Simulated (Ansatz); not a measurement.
**TaRu: a sublattice displacement scan**

Aim: for TaRu, map the energy as every Ta atom is pushed off its site.

Method: DFT r2SCAN, scalar-relativistic, plane waves, PAW, in Ansatz 0.2.0.

## (1) The starting structure

It takes space group P4/mmm (No. 123, tetragonal). Conventional cell: a = 3.053 Å, b = 3.053 Å, c = 3.389 Å, α = 90.00°, β = 90.00°, γ = 90.00°. Ta (site symmetry 4/mmm) has 8 Ru at 2.74 Å and 4 Ta at 3.05 Å in its first shell of neighbours. Ru (site symmetry 4/mmm) is surrounded by 8 Ta at 2.74 Å and 4 Ru at 3.05 Å.

Structure file:

```
Ta Ru
1.0
     3.05300    0.00000    0.00000
     0.00000    3.05300    0.00000
     0.00000    0.00000    3.38900
Ta Ru
1 1
Direct
  0.50000 0.50000 0.50000
  0.00000 0.00000 0.00000
```

The cell is taken as given, not relaxed at this level.

## (2) The reference cell

Reference values: F = -15835.7392 eV; pressure -1.25 GPa; largest force 0.000 eV/Å; gap on the mesh none (metal). It was computed beforehand with the settings of the runs below.

## (3) Setting up a sublattice displacement scan

Every Ta atom is moved by x along the Cartesian unit vector (0.000, 0.000, 1.000); the cell and all other atoms stay fixed. Forces below are components along that vector, summed over the moved atoms.

## (4) x = -0.500 Å

Input file input.yaml:

```yaml
crystal:
  lattice:
    - [3.053, 0.0, 0.0]
    - [0.0, 3.053, 0.0]
    - [0.0, 0.0, 3.389]
  atoms:
    - { symbol: Ta, position: [0.5, 0.5, 0.3524638536] }
    - { symbol: Ru, position: [0.0, 0.0, 0.0] }
basis:
  ecutwfc: 500
kpoints:
  mp_grid: { grid: [16, 16, 14] }
hamiltonian:
  xc: r2scan
scf:
  occupations: { method: gaussian, width: 0.15 }
output:
  forces: true
  stress: true
  eigenvalues: true
```

Started as:

```sh
> ansatz run input.yaml --threads 1 --pin off --max-ram 2560MiB --backend cpu --events-out ev --progress --plain --runs-dir out
```

## (5) x = 0.375 Å

input.yaml: that of step 4 with these lines changed.

```diff
@@ -6,3 +6,3 @@
   atoms:
-    - { symbol: Ta, position: [0.5, 0.5, 0.3524638536] }
+    - { symbol: Ta, position: [0.5, 0.5, 0.6106521098] }
     - { symbol: Ru, position: [0.0, 0.0, 0.0] }
@@ -20 +20,5 @@
   eigenvalues: true
+  write_density: true
+  write_potential: true
+  elf: true
+  volumetric_format: npy
```

## (6) At x = -0.250 Å

input.yaml: that of step 5 with these lines changed.

```diff
@@ -6,3 +6,3 @@
   atoms:
-    - { symbol: Ta, position: [0.5, 0.5, 0.6106521098] }
+    - { symbol: Ta, position: [0.5, 0.5, 0.4262319268] }
     - { symbol: Ru, position: [0.0, 0.0, 0.0] }
@@ -20,5 +20 @@
   eigenvalues: true
-  write_density: true
-  write_potential: true
-  elf: true
-  volumetric_format: npy
```

## (7) Point x = 0.125 Å

input.yaml: that of step 6 with these lines changed.

```diff
@@ -6,3 +6,3 @@
   atoms:
-    - { symbol: Ta, position: [0.5, 0.5, 0.4262319268] }
+    - { symbol: Ta, position: [0.5, 0.5, 0.5368840366] }
     - { symbol: Ru, position: [0.0, 0.0, 0.0] }
```

## (8) x = 0.438 Å

input.yaml: that of step 7 with these lines changed.

```diff
@@ -6,3 +6,3 @@
   atoms:
-    - { symbol: Ta, position: [0.5, 0.5, 0.5368840366] }
+    - { symbol: Ta, position: [0.5, 0.5, 0.6290941281] }
     - { symbol: Ru, position: [0.0, 0.0, 0.0] }
```

## (9) x = 0.312 Å

input.yaml: that of step 8 with these lines changed.

```diff
@@ -6,3 +6,3 @@
   atoms:
-    - { symbol: Ta, position: [0.5, 0.5, 0.6290941281] }
+    - { symbol: Ta, position: [0.5, 0.5, 0.5922100915] }
     - { symbol: Ru, position: [0.0, 0.0, 0.0] }
```

## (10) x = 0.188 Å

input.yaml: that of step 9 with these lines changed.

```diff
@@ -6,3 +6,3 @@
   atoms:
-    - { symbol: Ta, position: [0.5, 0.5, 0.5922100915] }
+    - { symbol: Ta, position: [0.5, 0.5, 0.5553260549] }
     - { symbol: Ru, position: [0.0, 0.0, 0.0] }
@@ -20 +20,5 @@
   eigenvalues: true
+  write_density: true
+  write_potential: true
+  elf: true
+  volumetric_format: npy
```

## (11) x = 0.062 Å

input.yaml: that of step 10 with these lines changed.

```diff
@@ -6,3 +6,3 @@
   atoms:
-    - { symbol: Ta, position: [0.5, 0.5, 0.5553260549] }
+    - { symbol: Ta, position: [0.5, 0.5, 0.5184420183] }
     - { symbol: Ru, position: [0.0, 0.0, 0.0] }
@@ -20,5 +20 @@
   eigenvalues: true
-  write_density: true
-  write_potential: true
-  elf: true
-  volumetric_format: npy
```

(Steps that only read results are left out.)

Before running it: what results should come out?

As calculated:

| quantity | value |
| --- | --- |
| force constant along x, from the points at -0.250, 0 and 0.062 Å | 5.50 eV/Å² |

**Reading.** Near the site the force constant is 5.50 eV/Å². The step of 0.25 Å is wide, so anharmonic terms mix in. The undisturbed cell stays the lowest of the sampled points. Spin-orbit coupling is left out for Ta.
